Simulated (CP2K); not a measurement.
# Two attempts at C2H9BOSi (SMILES C[SiH2]CBO)

Aim: the energy of C2H9BOSi at PM3.

Program for the calculation: CP2K 2026.2.

5 further runs of the same task are left out: 5 set aside as unsound or not needed.

### 1 Starting point

C2H9BOSi has 14 atoms, charge 0, and is taken as a singlet. As SMILES, `C[SiH2]CBO`. Geometry: a rough force-field guess. This is one conformer, not always the lowest.

Bond lengths: C1–Si2 1.806 Å, Si2–C3 1.865 Å, C3–B4 1.558 Å, B4–O5 1.428 Å, C1–H6 1.173 Å, C1–H7 1.113 Å, C1–H8 1.074 Å, Si2–H9 1.517 Å, Si2–H10 1.460 Å, C3–H11 1.119 Å, C3–H12 1.164 Å, B4–H13 1.268 Å, O5–H14 1.009 Å. Some angles: C1–Si2–C3 108.3°, Si2–C3–B4 111.7°, C3–B4–O5 125.8°, C1–Si2–H9 109.0°, C1–Si2–H10 110.7°, C3–Si2–H9 110.1°, C3–Si2–H10 110.4°, Si2–C1–H6 110.8°, Si2–C1–H7 111.5°, Si2–C1–H8 112.3°.

### 2 The input as first written

The input, molecule.inp:

```
&GLOBAL
  PROJECT molecule
  RUN_TYPE OPT
  PRINT_LEVEL MEDIUM
&END GLOBAL
&FORCE_EVAL
  METHOD QUICKSTEP
  &DFT
    &QS
      METHOD PM3
      EPS_DEFAULT 1.0E-10
      &SE
        &COULOMB
          CUTOFF [angstrom] 50
          RC_RANGE [angstrom] 0
        &END COULOMB
        &EXCHANGE
          CUTOFF [angstrom] 50
          RC_RANGE [angstrom] 0
        &END EXCHANGE
      &END SE
    &END QS
    &POISSON
      PERIODIC NONE
      POISSON_SOLVER ANALYTIC
    &END POISSON
    # self-consistent field
    &SCF
      SCF_GUESS ATOMIC
      EPS_SCF 1.0E-07
      MAX_SCF 30
      &OT
        MINIMIZER DIIS
        PRECONDITIONER FULL_ALL
      &END OT
      &OUTER_SCF
        EPS_SCF 1.0E-07
        MAX_SCF 10
      &END OUTER_SCF
    &END SCF
    # extra output
    &PRINT
      &MOMENTS
        PERIODIC F
        REFERENCE COM
        MAX_MOMENT 1
      &END MOMENTS
      &MO_CUBES
        NLUMO 1
        NHOMO -1
        WRITE_CUBE F
      &END MO_CUBES
      &HIRSHFELD OFF
      &END HIRSHFELD
    &END PRINT
  &END DFT
  &SUBSYS
    # box in angstrom
    &CELL
      ABC 15.7 16.6 16.5
      PERIODIC NONE
    &END CELL
    &COORD
      C     -1.303900     1.218900     0.447700
      Si     0.429700     0.792000     0.717400
      C      0.621500    -1.049700     0.496700
      B      0.379700    -1.481800    -0.980000
      O      1.109400    -1.017700    -2.116500
      H     -1.476100     2.370900     0.590000
      H     -1.618000     1.005500    -0.598100
      H     -1.957800     0.729700     1.144700
      H      0.824100     1.191700     2.126900
      H      1.290000     1.509700    -0.219200
      H     -0.028500    -1.576800     1.240300
      H      1.724800    -1.315100     0.754200
      H     -0.625500    -2.227200    -1.187200
      H      0.617700    -0.179200    -2.388200
    &END COORD
    &TOPOLOGY
      &CENTER_COORDINATES
      &END CENTER_COORDINATES
    &END TOPOLOGY
  &END SUBSYS
&END FORCE_EVAL
```

Command:

```console
$ OMP_NUM_THREADS=1 cp2k.psmp -i molecule.inp -o molecule.out
```

The program printed:

```text
*******************************************************************************
 *   ___                                                                       *
 *  /   \                                                                      *
 * [ABORT]                                                                     *
 *  \___/                    invalid value for enumeration:OPT                 *
 *    |                                                                        *
 *  O/|                                                                        *
 * /| |                                                                        *
 * / \                                     input/input_enumeration_types.F:215 *
 *******************************************************************************

 ===== Routine Calling Stack =====

            4 val_create_parsing
            3 section_vals_parse
            2 section_vals_parse
            1 read_input

Program received signal SIGABRT: Process abort signal.
```

Run time: 0.34 s. Hardware: 1 thread of Arm Neoverse N1, shared host; peak memory 0.13 GiB.

### 3 Reading the log

The input was rejected.

The telling line is `\___/                    invalid value for enumeration:OPT`. Cause: unknown run type.

### 4 Second attempt

The input, mol.inp:

```
&GLOBAL
  PROJECT mol
  RUN_TYPE ENERGY
  PRINT_LEVEL MEDIUM
&END GLOBAL
&FORCE_EVAL
  METHOD QS
  &DFT
    &QS
      METHOD PM3
      EPS_DEFAULT 1.0E-10
      &SE
        &COULOMB
          CUTOFF [angstrom] 50
          RC_RANGE [angstrom] 0
        &END COULOMB
        &EXCHANGE
          CUTOFF [angstrom] 50
          RC_RANGE [angstrom] 0
        &END EXCHANGE
      &END SE
    &END QS
    &POISSON
      PERIODIC NONE
      POISSON_SOLVER ANALYTIC
    &END POISSON
    &SCF
      SCF_GUESS ATOMIC
      EPS_SCF 1.0E-07
      MAX_SCF 30
      &OT
        MINIMIZER DIIS
        PRECONDITIONER FULL_ALL
      &END OT
      &OUTER_SCF
        EPS_SCF 1.0E-07
        MAX_SCF 10
      &END OUTER_SCF
    &END SCF
    &PRINT
      &MOMENTS
        PERIODIC F
        REFERENCE COM
        MAX_MOMENT 1
      &END MOMENTS
      &MO_CUBES
        NLUMO 1
        NHOMO -1
        WRITE_CUBE F
      &END MO_CUBES
      &HIRSHFELD OFF
      &END HIRSHFELD
    &END PRINT
  &END DFT
  &SUBSYS
    &CELL
      ABC 15.7 16.6 16.5
      PERIODIC NONE
    &END CELL
    &COORD
      C     -1.303900     1.218900     0.447700
      Si     0.429700     0.792000     0.717400
      C      0.621500    -1.049700     0.496700
      B      0.379700    -1.481800    -0.980000
      O      1.109400    -1.017700    -2.116500
      H     -1.476100     2.370900     0.590000
      H     -1.618000     1.005500    -0.598100
      H     -1.957800     0.729700     1.144700
      H      0.824100     1.191700     2.126900
      H      1.290000     1.509700    -0.219200
      H     -0.028500    -1.576800     1.240300
      H      1.724800    -1.315100     0.754200
      H     -0.625500    -2.227200    -1.187200
      H      0.617700    -0.179200    -2.388200
    &END COORD
    &TOPOLOGY
      &CENTER_COORDINATES
      &END CENTER_COORDINATES
    &END TOPOLOGY
  &END SUBSYS
&END FORCE_EVAL
```

Command:

```console
$ OMP_NUM_THREADS=1 cp2k.psmp -i mol.inp > mol.out 2>&1
```

The program printed:

```text
CP2K| version string:                                       CP2K version 2026.2
[...]
 GLOBAL| Method name                                                        CP2K
[...]
 GLOBAL| Run type                                                         ENERGY
[...]
                             - Atoms:                                         14
[...]
                             - Spherical basis functions:                     29
[...]
 Number of electrons:                                                         30
[...]
     1 OT DIIS     0.15E+00    0.0     0.30770580       -23.9602346927 -2.40E+01
[...]
    10 OT DIIS     0.15E+00    0.0     0.00000009       -29.4374850843 -1.40E-12
  *** SCF run converged in    10 steps ***
  Core-core repulsion energy [eV]:                           1988.80932795828448
  Core Hamiltonian energy [eV]:                             -1222.99180149965241
  Two-electron integral energy [eV]:                        -3133.70446572079254
  Electronic energy [eV]:                                   -2789.84403436004868
  Total energy [eV]:                                         -801.03470640176420
  Atomic reference energy [eV]:                               797.68263213826071
  Heat of formation [kcal/mol]:                               -77.30067501411851
[...]
 SE_DIPOLE| Moment [Debye]          1.10875877      -0.93057294      -0.81048057
 SE_DIPOLE| Derivative [a.u.]       0.00000000       0.00000000       0.00000000
 *** WARNING in qs_scf_post_se.F:140 :: Printing of MO cube files not ***
 *** implemented for Semi-Empirical method.                           ***
 ENERGY| Total FORCE_EVAL ( QS ) energy [hartree]            -29.437485084345070
[...]
```

Run time: 0.93 s. Hardware: 1 thread of Arm Neoverse N1, shared host; peak memory 0.14 GiB.

### 5 What came out

At PM3:

```
         quantity           value
     total energy    -29.43749 Eh
    dipole moment          1.66 D
heat of formation  -77.3 kcal/mol
```
